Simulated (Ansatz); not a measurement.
# CH6AlNSi: the cost of one run

Method: RKS PBE/6-31G, in Ansatz 0.2.0.

**1. The structure to begin with**

Bond lengths: C1–N2 1.445 Å, N2–Al3 1.904 Å, N2–Si4 1.811 Å, Al3–Si4 2.281 Å, C1–H5 1.151 Å, C1–H6 1.071 Å, C1–H7 1.143 Å, Al3–H8 1.618 Å, Si4–H9 1.523 Å, Si4–H10 1.466 Å. Angles (14 of 18 angles, heavy atoms first): C1–N2–Al3 109.3°, C1–N2–Si4 107.8°, Al3–N2–Si4 75.7°, N2–Al3–Si4 50.3°, N2–Si4–Al3 54.0°, N2–C1–H5 108.2°, N2–C1–H6 119.6°, N2–C1–H7 108.8°, N2–Al3–H8 152.5°, Si4–Al3–H8 146.4°, N2–Si4–H9 108.3°, N2–Si4–H10 114.2°, Al3–Si4–H9 118.9°, Al3–Si4–H10 123.4°.

Structure file:

```xyz
10

C    -0.1263    1.3154   -0.1344
N    -0.5920   -0.0033   -0.4996
Al    0.8883   -1.0629   -1.0568
Si   -0.2797   -1.1070    0.9019
H    -0.0536    1.9497   -1.0926
H     0.7822    1.4191    0.4225
H    -0.9433    1.8406    0.4677
H     1.7055   -1.9211   -2.1587
H    -1.4611   -2.0596    1.0329
H     0.1631   -0.4220    2.1201
```

**2. Preparing the start**

input.yaml reads:

```yaml
crystal:
  periodic: [false, false, false]
  atoms:
    - { symbol: C, position_ang: [-0.1263, 1.3154, -0.1344] }
    - { symbol: "N", position_ang: [-0.592, -0.0033, -0.4996] }
    - { symbol: Al, position_ang: [0.8883, -1.0629, -1.0568] }
    - { symbol: Si, position_ang: [-0.2797, -1.107, 0.9019] }
    - { symbol: H, position_ang: [-0.0536, 1.9497, -1.0926] }
    - { symbol: H, position_ang: [0.7822, 1.4191, 0.4225] }
    - { symbol: H, position_ang: [-0.9433, 1.8406, 0.4677] }
    - { symbol: H, position_ang: [1.7055, -1.9211, -2.1587] }
    - { symbol: H, position_ang: [-1.4611, -2.0596, 1.0329] }
    - { symbol: H, position_ang: [0.1631, -0.422, 2.1201] }
basis:
  gaussian: { orbitals: "6-31G" }
hamiltonian:
  xc: pbe
relax:
  f_tol: 0.02
  max_steps: 40
output:
  orbitals: {}
```

Run with:

```console
ansatz run input.yaml --threads 1 --pin off --max-ram 2048MiB --backend cpu --events-out ev --progress --plain --runs-dir out
```

**Question.** How long does this run take on 1 thread of Arm Neoverse V2, shared host, and how much memory does it need?

About 39 s, with a peak of 0.15 GiB.
